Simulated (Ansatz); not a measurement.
Task: a rigid torsion scan of C4H7Al, SMILES C[C]1([AlH2])C=C1, with Ansatz 0.2.0, Python API. Give the script and its output. Use (for the species named): CAM-B3LYP, 6-31G* basis, multiplicity 1.

```json
{"atom": "C", "x (Å)": "-1.3750", "y (Å)": "0.0858", "z (Å)": "0.4394"}
{"atom": "C", "x (Å)": "-0.0110", "y (Å)": "-0.0079", "z (Å)": "-0.1302"}
{"atom": "Al", "x (Å)": "1.5300", "y (Å)": "-0.1705", "z (Å)": "1.0750"}
{"atom": "C", "x (Å)": "0.1524", "y (Å)": "-0.7227", "z (Å)": "-1.3265"}
{"atom": "C", "x (Å)": "0.2241", "y (Å)": "0.7063", "z (Å)": "-1.3275"}
{"atom": "H", "x (Å)": "-1.4826", "y (Å)": "1.0528", "z (Å)": "1.0652"}
{"atom": "H", "x (Å)": "-2.1653", "y (Å)": "0.2161", "z (Å)": "-0.3698"}
{"atom": "H", "x (Å)": "-1.6219", "y (Å)": "-0.7398", "z (Å)": "1.0444"}
{"atom": "H", "x (Å)": "1.3494", "y (Å)": "-0.1492", "z (Å)": "2.7127"}
{"atom": "H", "x (Å)": "3.0342", "y (Å)": "-0.3107", "z (Å)": "0.5032"}
{"atom": "H", "x (Å)": "0.0414", "y (Å)": "-1.6747", "z (Å)": "-1.8387"}
{"atom": "H", "x (Å)": "0.4013", "y (Å)": "1.6593", "z (Å)": "-1.8131"}
```

The script, `torsion_c4h7al.py`:
```python
import logging
import sys

import ansatz as az
from ase import Atoms

logging.basicConfig(stream=sys.stdout, format='%(levelname)s %(message)s')
logger = logging.getLogger('run')
logger.setLevel(logging.INFO)


def main() -> None:
    atoms = Atoms(['C', 'C', 'Al', 'C', 'C', 'H', 'H', 'H', 'H', 'H', 'H', 'H'], positions=[
        [-1.375, 0.0858, 0.4394],
        [-0.011, -0.0079, -0.1302],
        [1.53, -0.1705, 1.075],
        [0.1524, -0.7227, -1.3265],
        [0.2241, 0.7063, -1.3275],
        [-1.4826, 1.0528, 1.0652],
        [-2.1653, 0.2161, -0.3698],
        [-1.6219, -0.7398, 1.0444],
        [1.3494, -0.1492, 2.7127],
        [3.0342, -0.3107, 0.5032],
        [0.0414, -1.6747, -1.8387],
        [0.4013, 1.6593, -1.8131],
    ])

    first = (
        az.Crystal.molecule_from_ase(atoms).calculation()
        .basis(gaussian='6-31G*')
        .functional('CAM-B3LYP')
        .relax(force_tolerance=0.02, max_steps=80)
    )
    atoms.positions = first.run(threads=1).report['positions_ang']

    start = atoms.get_dihedral(0, 1, 2, 8)
    energies = {}
    for turn in range(0, 360, 30):
        turned = atoms.copy()
        turned.set_dihedral(0, 1, 2, 8, start + turn, indices=[2, 8, 9])
        model = (
            az.Crystal.molecule_from_ase(turned).calculation()
            .basis(gaussian='6-31G*')
            .functional('CAM-B3LYP')
        )
        energies[round((start + turn) % 360)] = model.run(threads=1).report['free_energy_ev']
    floor = min(energies.values())
    logger.info('dihedral C0-C1-Al2-H8 (deg)   E - E(min) (kJ/mol)')
    for angle, e in sorted(energies.items()):
        logger.info(f'{angle:8d} {96.485332 * (e - floor):14.3f}  ' + '#' * int(30 * (e - floor) / max(max(energies.values()) - floor, 1e-9)))


if __name__ == '__main__':
    main()
```

`python torsion_c4h7al.py` gives:
```text
INFO dihedral C0-C1-Al2-H8 (deg)   E - E(min) (kJ/mol)
INFO       29          1.906  ######
INFO       59          6.317  #####################
INFO       89          8.932  #############################
INFO      119          6.837  ######################
INFO      149          2.724  #########
INFO      179          0.833  ##
INFO      209          2.609  ########
INFO      239          6.708  ######################
INFO      269          8.957  ##############################
INFO      299          6.492  #####################
INFO      329          2.050  ######
INFO      359          0.000
```

The scan is rigid and the energies are electronic, in a modest basis. With rigid groups the curve can differ much from the relaxed path, the start wasn't checked as a minimum of this torsion, and equivalent turns needn't return to the same energy. Run time: 95 s on 1 thread of Arm Neoverse V1, with other jobs on the host, peak memory 0.31 GiB.
